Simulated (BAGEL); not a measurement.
**GePH3F− (SMILES [F][GeH-][PH2]): HF/3-21G (density fitting with qzvpp-jkfit)**

Aim: the vertical singlet–triplet gap of GePH3F− at HF/3-21G (density fitting with qzvpp-jkfit), from 2 runs. 

The calculation is run with BAGEL 1.2.2.

1 further run of the same task is left out (set aside as unsound or not needed).

**1. The molecule**

GePH3F−: 6 atoms, total charge -1, spin state singlet. As SMILES, `[F][GeH-][PH2]`. Geometry: a GFN2-xTB relaxation, a rough one for these elements and not checked as a minimum. This is one conformer, not always the lowest.

Bond lengths: F1–Ge2 1.955 Å, Ge2–P3 2.450 Å, Ge2–H4 1.727 Å, P3–H5 1.368 Å, P3–H6 1.381 Å. Angles: F1–Ge2–P3 100.5°, F1–Ge2–H4 92.6°, P3–Ge2–H4 87.6°, Ge2–P3–H5 92.6°, Ge2–P3–H6 93.1°, H5–P3–H6 91.1°.

**2. A single-point energy at HF/3-21G (density fitting with qzvpp-jkfit)**

hf.json

```json
{ "bagel": [

{
  "title": "molecule",
  "basis": "3-21g",
  "df_basis": "qzvpp-jkfit",
  "angstrom": true,
  "geometry": [
    { "atom": "F", "xyz": [   -1.992760,   -0.434340,    0.179850 ] },
    { "atom": "Ge", "xyz": [   -0.247940,   -1.315380,    0.180590 ] },
    { "atom": "P", "xyz": [    1.235410,    0.634070,    0.129080 ] },
    { "atom": "H", "xyz": [   -0.168730,   -1.330970,   -1.544590 ] },
    { "atom": "H", "xyz": [    0.252610,    1.445790,   -0.367950 ] },
    { "atom": "H", "xyz": [    0.921410,    1.000820,    1.423010 ] }
  ]
},
{ "title": "hf", "charge": -1 },
{ "title": "print", "file": "orbitals.molden", "orbitals": true }

]}
```

On the command line:

```sh
$ BAGEL_NUM_THREADS=1 BAGEL hf.json > hf.out
```

Log:

```text
* using 1 threads per process

  ===============================================================
  ===============================================================

  *** Geometry ***

  { "atom" : "F", "xyz" : [     -3.765771,     -0.820784,      0.339867 ] },
  { "atom" : "Ge", "xyz" : [     -0.468539,     -2.485708,      0.341266 ] },
  { "atom" : "P", "xyz" : [      2.334587,      1.198219,      0.243926 ] },
  { "atom" : "H", "xyz" : [     -0.318853,     -2.515169,     -2.918852 ] },
  { "atom" : "H", "xyz" : [      0.477364,      2.732147,     -0.695325 ] },
  { "atom" : "H", "xyz" : [      1.741213,      1.891276,      2.689099 ] },

  Number of auxiliary basis functions:      525

  Since a DF basis is specified, we compute 2- and 3-index integrals:
    o Being stored without compression. Storage requirement is 0.011 GB

  Number of basis functions:       50
  Number of electrons      :       59

    * METHOD: MOLECULE                             0.22

  *** RHF ***

  === Nuclear Repulsion ===
   243.8416714503

      * DIIS with orbital gradients will be used.

  === RHF iteration (3-21g) ===
      0      -2504.86711796          0.02271733           0.05
      1      -2504.95843271          0.01441704           0.05
      2      -2504.99869596          0.00120831           0.05
      3      -2505.00003828          0.00039559           0.05
      4      -2505.00020822          0.00013613           0.05
      5      -2505.00022527          0.00002574           0.05
      6      -2505.00022582          0.00000587           0.05
      7      -2505.00022585          0.00000226           0.05
      8      -2505.00022585          0.00000082           0.05
      9      -2505.00022585          0.00000023           0.05
     10      -2505.00022585          0.00000007           0.05
     11      -2505.00022585          0.00000003           0.05
     12      -2505.00022585          0.00000001           0.05
    * SCF iteration converged.

    * Permanent dipole moment:
           (   -0.156072,     0.244788,    -0.398133) a.u.

    * METHOD: HF                                   0.80

    * METHOD: PRINT                                0.01

  ===============================================================
```

It took 1.1 s on 1 thread of Arm Neoverse V1, shared host; peak memory 0.09 GiB.

**3. The triplet, same level**

input.json

```json
{ "bagel" : [

{
  "title" : "molecule",
  "basis" : "3-21g",
  "df_basis" : "qzvpp-jkfit",
  "angstrom" : "true",
  "geometry" : [
    { "atom" : "F", "xyz" : [   -1.992760,   -0.434340,    0.179850 ] },
    { "atom" : "Ge", "xyz" : [   -0.247940,   -1.315380,    0.180590 ] },
    { "atom" : "P", "xyz" : [    1.235410,    0.634070,    0.129080 ] },
    { "atom" : "H", "xyz" : [   -0.168730,   -1.330970,   -1.544590 ] },
    { "atom" : "H", "xyz" : [    0.252610,    1.445790,   -0.367950 ] },
    { "atom" : "H", "xyz" : [    0.921410,    1.000820,    1.423010 ] }
  ]
},
{
  "title" : "uhf",
  "charge" : -1,
  "nopen" : 2
},
{
  "title" : "print",
  "file" : "orbitals.molden",
  "orbitals" : "true"
}

]}
```

On the command line:

```sh
$ BAGEL_NUM_THREADS=1 BAGEL input.json > input.out
```

Log:

```text
* using 1 threads per process

  ===============================================================
  ===============================================================

  *** Geometry ***

  { "atom" : "F", "xyz" : [     -3.765771,     -0.820784,      0.339867 ] },
  { "atom" : "Ge", "xyz" : [     -0.468539,     -2.485708,      0.341266 ] },
  { "atom" : "P", "xyz" : [      2.334587,      1.198219,      0.243926 ] },
  { "atom" : "H", "xyz" : [     -0.318853,     -2.515169,     -2.918852 ] },
  { "atom" : "H", "xyz" : [      0.477364,      2.732147,     -0.695325 ] },
  { "atom" : "H", "xyz" : [      1.741213,      1.891276,      2.689099 ] },

  Number of auxiliary basis functions:      525

  Since a DF basis is specified, we compute 2- and 3-index integrals:
    o Being stored without compression. Storage requirement is 0.011 GB

  Number of basis functions:       50
  Number of electrons      :       59

    * METHOD: MOLECULE                             0.22

  *** Open-shell HF ***

  === Nuclear Repulsion ===
   243.8416714503

      * DIIS with orbital gradients will be used.

  === UHF iteration (3-21g) ===
      0      -2504.69274254          0.04415529           0.10
      1      -2504.78633398          0.03191211           0.10
      2      -2504.82479313          0.02056950           0.10
      3      -2504.84871005          0.00172233           0.10
      4      -2504.85101554          0.00101842           0.10
      5      -2504.85226015          0.00040664           0.10
      6      -2504.85255198          0.00021899           0.10
      7      -2504.85266845          0.00015647           0.10
      8      -2504.85274047          0.00012233           0.10
      9      -2504.85280558          0.00009524           0.10
     10      -2504.85285110          0.00008181           0.10
     11      -2504.85288962          0.00007401           0.10
     12      -2504.85292949          0.00006718           0.10
     13      -2504.85300638          0.00005088           0.10
     14      -2504.85306396          0.00003825           0.10
     15      -2504.85307941          0.00002951           0.11
     16      -2504.85309327          0.00002033           0.10
     17      -2504.85310050          0.00001387           0.10
     18      -2504.85310305          0.00000808           0.10
     19      -2504.85310358          0.00000477           0.10
     20      -2504.85310398          0.00000238           0.10
     21      -2504.85310407          0.00000133           0.10
     22      -2504.85310410          0.00000058           0.10
     23      -2504.85310410          0.00000020           0.10
     24      -2504.85310410          0.00000011           0.10
     25      -2504.85310410          0.00000006           0.10
     26      -2504.85310410          0.00000003           0.10
     27      -2504.85310410          0.00000002           0.10
     28      -2504.85310410          0.00000002           0.10
     29      -2504.85310410          0.00000001           0.10
     30      -2504.85310410          0.00000001           0.10
     31      -2504.85310410          0.00000001           0.10
    * SCF iteration converged.

    * S^2 (UHF) is 2.0107

    * Permanent dipole moment:
           (   -0.265810,     0.475769,    -0.577872) a.u.

    * METHOD: UHF                                  3.37

    * METHOD: PRINT                                0.01

  ===============================================================
```

Wall time 3.9 s (1 thread of Arm Neoverse V1, shared host); peak memory 0.09 GiB.

**4. Results**

Level: HF/3-21G (density fitting with qzvpp-jkfit).

| quantity | value |
| --- | --- |
| singlet: total energy | -2505.00023 Eh |
| singlet: HOMO energy | -2.86 eV |
| singlet: LUMO energy | 8.51 eV |
| singlet: HOMO–LUMO gap (to an unbound level, set by the basis) | 11.36 eV |
| triplet: total energy | -2504.85310 Eh |
| triplet: ⟨S²⟩ | 2.011 |
| vertical energy of the triplet above the singlet | 4.003 eV |

**Reading.** At this shape the triplet lies 4.00 eV (386 kJ/mol) above the singlet. For an anion a state so high probably lies above electron detachment.
